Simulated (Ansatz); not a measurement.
# Two structures of YSn3: comparison of enthalpies under pressure

An exercise on one series of results from a longer session: the logs are not shown, and one member is left open.

Program: the Python package of Ansatz 0.2.0. Level of theory: DFT r2SCAN, plane waves, PAW. These are calculated values, not measurements.

## The system

YSn3 Fm-3m: Symmetry: Fm-3m, No. 225, cubic system. Conventional cell: a = 7.642 Å, b = 7.642 Å, c = 7.642 Å, α = 90.00°, β = 90.00°, γ = 90.00°. Around Y (site symmetry m-3m) lie 8 Sn at 3.31 Å. Around Sn (site symmetry m-3m) lie 8 Sn at 3.31 Å. Around Sn (site symmetry -43m) lie 4 Y at 3.31 Å and 4 Sn at 3.31 Å.

YSn3 Pm-3m: It takes space group Pm-3m (No. 221, cubic). The conventional cell has a = 4.666 Å, b = 4.666 Å, c = 4.666 Å, α = 90.00°, β = 90.00°, γ = 90.00°. Y (site symmetry m-3m) has 12 Sn at 3.30 Å as nearest neighbours. Sn (site symmetry 4/mmm) has 4 Y at 3.30 Å and 8 Sn at 3.30 Å as nearest neighbours.

The script holds or builds the structure itself.

Set-up of the first run:

ysn3_transition.py

```python
'''Pressure at which two phases of YSn3 cross.'''

import warnings

import ansatz as az
import numpy as np
import pandas as pd

XC = 'r2scan'
CUTOFF_EV = 600
K_SPACING = 0.3
OCCUPATIONS = 'fermi_dirac'
SIGMA = 0.1

PHASES = {
    'Fm-3m': (
        [(0.0, 3.820788, 3.820788), (3.820788, 0.0, 3.820788), (3.820788, 3.820788, 0.0)],
        [
            ('Y', (0.0, 0.0, 0.0)),
            ('Sn', (0.5, 0.5, 0.5)),
            ('Sn', (0.25, 0.25, 0.25)),
            ('Sn', (0.75, 0.75, 0.75)),
        ],
    ),
    'Pm-3m': (
        [(4.666, 0.0, 0.0), (0.0, 4.666, 0.0), (0.0, 0.0, 4.666)],
        [
            ('Y', (0.0, 0.0, 0.0)),
            ('Sn', (0.0, 0.5, 0.5)),
            ('Sn', (0.5, 0.0, 0.5)),
            ('Sn', (0.5, 0.5, 0.0)),
        ],
    ),
}


def build(vectors, sites):
    crystal = az.Crystal(lattice=az.Lattice.of(vectors))
    for symbol, position in sites:
        crystal = crystal.atom(symbol, position)
    return crystal


def compute(name, crystal, pressure=0.0):
    calc = (
        crystal.calculation()
        .functional(XC)
        .basis(CUTOFF_EV)
        .kpoints(spacing=K_SPACING)
        .occupations(OCCUPATIONS, width=SIGMA)
    )
    calc = calc.relax(force_tolerance=0.01, cell=True, pressure=pressure)
    return calc.run()


def volume_per_atom(outcome):
    return abs(np.linalg.det(outcome.lattice.cell_ang)) / len(outcome.lattice.sites)


def main() -> None:
    warnings.simplefilter('ignore', az.DeckWarning)

    phases = {name: build(*cell) for name, cell in PHASES.items()}

    # H = E + PV, with 1 eV per cubic angstrom equal to 160.2 GPa
    pressures = [0, 5, 10, 20]
    enthalpy, volume = {name: [] for name in phases}, {name: [] for name in phases}
    for p in pressures:
        for name, crystal in phases.items():
            o = compute(name, crystal, pressure=p)
            volume[name].append(volume_per_atom(o))
            enthalpy[name].append(o.report['energy_sigma0_ev'] / len(o.lattice.sites) + p * volume[name][-1] / 160.21766)
    gap = np.array(enthalpy['Pm-3m']) - np.array(enthalpy['Fm-3m'])
    rows = [(p, va, vb, 1000 * d) for p, va, vb, d in zip(pressures, volume['Fm-3m'], volume['Pm-3m'], gap)]
    print(pd.DataFrame(rows, columns=['P (GPa)', 'V Fm-3m (A^3/atom)', 'V Pm-3m (A^3/atom)', 'H(Pm-3m) - H(Fm-3m) (meV/atom)']).round(4).to_string(index=False))
    crossings = [p0 - g0 * (p1 - p0) / (g1 - g0) for p0, p1, g0, g1 in zip(pressures, pressures[1:], gap, gap[1:]) if g0 * g1 < 0]
    print('crossing near', [round(float(p), 1) for p in crossings], 'GPa') if crossings else print('no crossing in this range')


if __name__ == '__main__':
    main()
```

On the command line:

```bash
$ python ysn3_transition.py
```

Among the steps run: Running it.

One table of the session follows, with a row left open; its other results are not shown here.

Enthalpy H = E + pV of the second structure less the first:

| pressure (GPa) | ΔH (meV/atom) |
| --- | --- |
| 0 | -291.1 |
| 5 | -335.5 |
| 10 | ? |
| 20 | -433.3 |

**Question.** Estimate the row for pressure (GPa) = 10.

Worked estimate for «ΔH (meV/atom)». A straight line through the neighbours (5, -335.5) and (20, -433.3) gives -335.5 + (-433.3 + 335.5) × (10 − 5) / (20 − 5) = -368.1; a parabola fitted to 3 rows on both sides gives -374.0.

As computed: ΔH (meV/atom): -372.4. In «ΔH (meV/atom)» the line misses by +4.3 and the parabola by -1.6.

Caveats from the session: Reading the output:
- The run is spin-unpolarised.
- At a fixed pressure a relaxation lowers the enthalpy F + PV, while F alone can rise.
- For the metals among these cells the mesh is coarse, so their volumes and pressures are rough.
- Only these two structures are compared, at zero temperature and with their symmetry kept; either may be hypothetical, and another phase may be lower than both. Whether this is the phase that is stable at ambient conditions was not tested.
